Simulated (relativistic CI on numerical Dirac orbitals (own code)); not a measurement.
# Xe³⁸⁺: one ion under different settings

How much do the settings matter for Xe³⁸⁺? One ion, several inputs.

Method: Dirac-Coulomb-Breit CI, KLI orbitals optimised for each configuration, model QED (radiative potential, 1s self-energy scaled to tabulated hydrogen-like ionisation energies), numerical settings as typed. Code: relativistic CI on numerical Dirac orbitals (own code) version 3.

## Step 1: The system

```
ion            : Xe³⁸⁺ (Xe XXXIX)
nuclear charge : 54
electrons      : 16
isotope        : A = 132
```

## Step 2: The usual input

Input settings:

```ini
atom Xe  Z=54  charge=38  electrons=16
nucleus A=132  rms_radius_fm=4.7859
hamiltonian dirac-coulomb  breit=on  qed=on  c_scale=1
orbitals kli  potential=per-configuration
slater_scale 1
correlation none
mixing on
grid step=0.0125 r_max=3.2
scf mixing=0.4 start=green max_iterations=150 tolerance=2e-08 node_fill=0.05
configurations
  [Ne] 3s2 3p4
  [Ne] 3s 3p5
  [Ne] 3s2 3p3 3d
end
```

Command:

```bash
$ python run_levels.py task.json out
```

task.json lists these runs, among others, and the program works through them in turn.

## Step 3: End of the grid 1.6

Settings: those of step 2 with these lines changed.

```diff
@@ -7,3 +7,3 @@
 mixing on
-grid step=0.0125 r_max=3.2
+grid step=0.0125 r_max=1.6
 scf mixing=0.4 start=green max_iterations=150 tolerance=2e-08 node_fill=0.05
```

## Step 4: End of the grid 9.6, nuclear radius 4.3073

Input settings:

```ini
atom Xe  Z=54  charge=38  electrons=16
nucleus A=132  rms_radius_fm=4.3073
hamiltonian dirac-coulomb  breit=on  qed=on  c_scale=1
orbitals kli  potential=per-configuration
slater_scale 1
correlation none
mixing on
grid step=0.0125 r_max=9.6
scf mixing=0.4 start=green max_iterations=150 tolerance=2e-08 node_fill=0.05
configurations
  [Ne] 3s2 3p4
  [Ne] 3s 3p5
  [Ne] 3s2 3p3 3d
end
```

## Step 5: Slater scale 1.2, speed-of-light factor 1.25

Input settings:

```ini
atom Xe  Z=54  charge=38  electrons=16
nucleus A=132  rms_radius_fm=4.7859
hamiltonian dirac-coulomb  breit=on  qed=on  c_scale=1.25
orbitals kli  potential=per-configuration
slater_scale 1.2
correlation none
mixing on
grid step=0.0125 r_max=3.2
scf mixing=0.4 start=green max_iterations=150 tolerance=2e-08 node_fill=0.05
configurations
  [Ne] 3s2 3p4
  [Ne] 3s 3p5
  [Ne] 3s2 3p3 3d
end
```

## Step 6: Node fill 0.2, tolerance 0.0001, grid step 0.006

Input settings:

```ini
atom Xe  Z=54  charge=38  electrons=16
nucleus A=132  rms_radius_fm=4.7859
hamiltonian dirac-coulomb  breit=on  qed=on  c_scale=1
orbitals kli  potential=per-configuration
slater_scale 1
correlation none
mixing on
grid step=0.006 r_max=3.2
scf mixing=0.4 start=green max_iterations=150 tolerance=0.0001 node_fill=0.2
configurations
  [Ne] 3s2 3p4
  [Ne] 3s 3p5
  [Ne] 3s2 3p3 3d
end
```

## Step 7: Node fill 50

Settings: those of step 6 with these lines changed.

```diff
@@ -7,4 +7,4 @@
 mixing on
-grid step=0.006 r_max=3.2
-scf mixing=0.4 start=green max_iterations=150 tolerance=0.0001 node_fill=0.2
+grid step=0.0125 r_max=3.2
+scf mixing=0.4 start=green max_iterations=87 tolerance=2e-08 node_fill=50
 configurations
```

(Steps that only read results are left out.)

Q: Predict the outcome of this session. Wanted: lowest level, usual settings; total energy; first excitation.

As calculated:

| setting | total energy less usual (Ha) | largest shift of a level among the lowest eight of both runs, same label and place (cm⁻¹) | SCF iterations | time | lowest level | kind of change |
| --- | --- | --- | --- | --- | --- | --- |
| usual | 0 | 0 | 26 | 0.13 s | 3p4 [3p3/2^2] J=2 | - |
| end of the grid 1.6 | 0 | 0 | 26 | 0.13 s | 3p4 [3p3/2^2] J=2 | numerical |
| end of the grid 9.6, nuclear radius 4.3073 | -0.0458 | 7.02 | 26 | 0.14 s | 3p4 [3p3/2^2] J=2 | unphysical constant |
| Slater scale 1.2, speed-of-light factor 1.25 | 77.3 | 247000 | 24 | 0.13 s | 3p4 [3p3/2^2] J=2 | unphysical constant |
| node fill 0.2, tolerance 0.0001, grid step 0.006 | -0.00849 | 255 | 20 | 0.22 s | 3p4 [3p3/2^2] J=2 | numerical |
| node fill 50 | 0.195 | 6730 | 25 | 0.13 s | 3p4 [3p3/2^2] J=2 | unsound |

| quantity | value |
| --- | --- |
| lowest level, usual settings | 3p4 [3p3/2^2] J=2 |
| total energy | -6225.3959 Ha |
| first excitation | 111774 cm⁻¹ |

In words: Among the runs whose levels can be followed, they move most under «Slater scale 1.2, speed-of-light factor 1.25» (unphysical constant), by up to 247000 cm⁻¹. No visible change in the result comes from «end of the grid 1.6». Only the listed configurations are in the model.
